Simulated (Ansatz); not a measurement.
# AsRb: the cost of one run

Program: Ansatz 0.2.0, driven from Python. Level of theory: PBE/def2-SVP. These are calculated values, not measurements.

### Step 1. The structure

Bond lengths: Rb1–As2 3.235 Å.

The script holds or builds the structure itself.

### Step 2. The code

freq_asrb.py

```python
'''Harmonic frequencies of AsRb at its relaxed geometry.'''

import warnings

import ansatz as az
import numpy as np

GEOMETRY = '''
Rb    0.00000    0.00000    0.00000
As    0.00000    0.00000    3.23500
'''

warnings.simplefilter('ignore', az.DeckWarning)

asrb = az.Crystal.molecule()
for line in GEOMETRY.strip().splitlines():
    symbol, *xyz = line.split()
    asrb = asrb.atom(symbol, [float(v) for v in xyz])

model = (
    asrb.calculation()
    .basis(gaussian='def2-SVP')
    .functional('PBE')
    .spin('collinear', total=2)
)
symbols = [site.symbol for site in asrb.cartesian_sites]
start = np.array([site.position_ang for site in asrb.cartesian_sites], dtype=float)
summary = model.relax(force_tolerance=0.003).run().report
end = np.array(summary['positions_ang'])

print('final positions (A) and the move of each atom')
for symbol, xyz, old in zip(symbols, end, start):
    print(f'{symbol:2s} {xyz[0]:10.5f} {xyz[1]:10.5f} {xyz[2]:10.5f}   {np.linalg.norm(xyz - old):7.4f}')

# frequencies need a stationary point, so they are taken at the relaxed geometry
minimum = az.Crystal.molecule()
for symbol, place in zip(symbols, end):
    minimum = minimum.atom(symbol, place.tolist())
vibrating = (
    minimum.calculation()
    .basis(gaussian='def2-SVP')
    .functional('PBE')
    .spin('collinear', total=2)  # two spin channels
    .phonons(temperatures=(200, 600, 100))
)
vib = vibrating.run().report['vibrations']
sums = vib['harmonic_sums']
modes = [m['omega_inv_cm'] for m in sums['modes_at_gamma'] if m['rigid_motion'] == 'no']
for number, w in enumerate(modes, start=1):
    print(f'mode {number:2d} {w:9.1f} 1/cm {w / 8065.544 * 1000:8.2f} meV')
print('imaginary modes:', sum(w < 0 for w in modes), ' zero-point energy:', round(sums['zero_point_energy_ev'], 4), 'eV')
```

### Step 3. The input behind the calls

The engine receives this input (first run):

```yaml
crystal:
  periodic: [false, false, false]
  atoms:
    - { symbol: Rb, position_ang: [0.0, 0.0, 0.0] }
    - { symbol: As, position_ang: [0.0, 0.0, 3.235] }
basis:
  gaussian:
    orbitals: def2-SVP
hamiltonian:
  xc: pbe
magnetization:
  spin_polarized: true
  initial_magnetization: 2.0
relax:
  f_tol: 0.003
```

### Step 4. The run

On the command line:

```console
$ python freq_asrb.py
```

Q: Estimate wall time and peak memory on 1 thread of Arm Neoverse V2, shared host.

About 45 s, with a peak of 0.22 GiB.
